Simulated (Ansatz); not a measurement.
# C2H7AlSSi: one species, many methods

The task here is to estimate one member of a computed series from the others.

Computed with Ansatz 0.2.0, Gaussian basis. Level: functionals in def2-TZVPP, the program's frozen cores in correlated methods.

The runs, in order: PBE-D4, r2SCAN-D4, PBE0-D4, B3LYP-D4, ωB97X-V, ωB97M-V, B2PLYP; CCSD(T)/def2-TZVPP; MP2/def2-QZVPP; extrapolation to the limit.

### The geometry

All runs share one geometry, relaxed beforehand with PBE0-D4 in a triple-zeta def2 set.

SMILES `[AlH2][C@H]1C[Si@@H]1S`, 12 atoms, charge 0, spin multiplicity 1.

Atoms are counted from 1 here; the program's logs count them from 0.

Bond lengths: Al1–C2 1.914 Å, Al1–H6 1.586 Å, Al1–H7 1.589 Å, C2–C3 1.541 Å, C2–Si4 1.876 Å, C2–H8 1.090 Å, C3–Si4 1.834 Å, C3–H9 1.086 Å, C3–H10 1.086 Å, Si4–S5 2.117 Å, Si4–H11 1.480 Å, S5–H12 1.345 Å. Angles: C2–Al1–H6 118.9°, C2–Al1–H7 119.1°, H6–Al1–H7 121.8°, Al1–C2–C3 127.2°, Al1–C2–Si4 107.8°, Al1–C2–H8 116.5°, C3–C2–Si4 64.0°, C3–C2–H8 114.5°, Si4–C2–H8 110.9°, C2–C3–Si4 66.9°, C2–C3–H9 115.8°, C2–C3–H10 116.7°, Si4–C3–H9 117.7°, Si4–C3–H10 119.0°, H9–C3–H10 113.2°, C2–Si4–C3 49.1°, C2–Si4–S5 116.4°, C2–Si4–H11 118.8° and more.

Coordinates:

```xyz
12
charge 0, multiplicity 1
Al   -0.0430    0.7343    2.0820
C    -0.4995    0.7078    0.2237
C     0.4551    0.8839   -0.9735
Si    0.1931   -0.8717   -0.5133
S    -1.1755   -2.1000   -1.5616
H    -1.1936    0.5361    3.1560
H     1.4865    0.8383    2.5019
H    -1.5558    0.8204   -0.0192
H    -0.0004    1.2382   -1.8930
H     1.4173    1.3446   -0.7680
H     1.2585   -1.5917    0.2189
H    -0.2657   -2.5952   -2.4199
```

The first run:

The input, in.yaml:

```yaml
crystal:
  periodic: [false, false, false]
  atoms:
    - {symbol: Al, position_ang: [-0.042979, 0.734260, 2.081955]}
    - {symbol: C, position_ang: [-0.499514, 0.707820, 0.223688]}
    - {symbol: C, position_ang: [0.455057, 0.883930, -0.973507]}
    - {symbol: Si, position_ang: [0.193147, -0.871719, -0.513308]}
    - {symbol: S, position_ang: [-1.175545, -2.099968, -1.561604]}
    - {symbol: H, position_ang: [-1.193613, 0.536063, 3.155994]}
    - {symbol: H, position_ang: [1.486479, 0.838273, 2.501909]}
    - {symbol: H, position_ang: [-1.555808, 0.820383, -0.019191]}
    - {symbol: H, position_ang: [-0.000385, 1.238167, -1.893029]}
    - {symbol: H, position_ang: [1.417296, 1.344554, -0.767993]}
    - {symbol: H, position_ang: [1.258480, -1.591722, 0.218862]}
    - {symbol: H, position_ang: [-0.265713, -2.595241, -2.419876]}
basis:
  gaussian: {orbitals: def2-TZVPP}
hamiltonian: {xc: pbe, dispersion: d4}
output: {forces: true, orbitals: {seedname: orbitals}}
```

Launch:

```
ansatz run in.yaml --threads 4 --pin off --events-out ev --progress --plain --max-ram 10444MiB
```

Steps of the session up to this table: PBE-D4 (GGA); r2SCAN-D4 (meta-GGA); PBE0-D4 (hybrid); B3LYP-D4 (hybrid); ωB97X-V (range-separated); ωB97M-V (range-separated); B2PLYP (double hybrid); CCSD(T) in def2-TZVPP; MP2 in def2-QZVPP.

One table of the session follows, with a row left open; its other results are not shown here.

| method | atomisation energy (kJ/mol) |
| --- | --- |
| PBE-D4 | ? |
| r2SCAN-D4 | 4026.2 |
| PBE0-D4 | 4006.5 |
| B3LYP-D4 | 3982.7 |
| ωB97X-V | 4026.3 |
| ωB97M-V | 4020.0 |
| B2PLYP | 3936.3 |
| HF/def2-TZVPP | 2938.4 |
| MP2/def2-TZVPP | 3937.4 |
| CCSD/def2-TZVPP | 3833.3 |
| CCSD(T)/def2-TZVPP | 3893.8 |
| MP2/CBS | 4045.4 |
| CCSD(T)/CBS | 4001.7 |

Estimate the missing values for PBE-D4.

The run gave: atomisation energy (kJ/mol): 4044.7. In the column «atomisation energy (kJ/mol)» it lies between ωB97X-V (4026.3) and MP2/CBS (4045.4).

Caveats from the session: Free atoms (1 Al, 2 C, 1 Si, 1 S, 7 H) were run apart at each level; the atomisation energy is their sum less the molecule, without zero-point or spin-orbit terms.
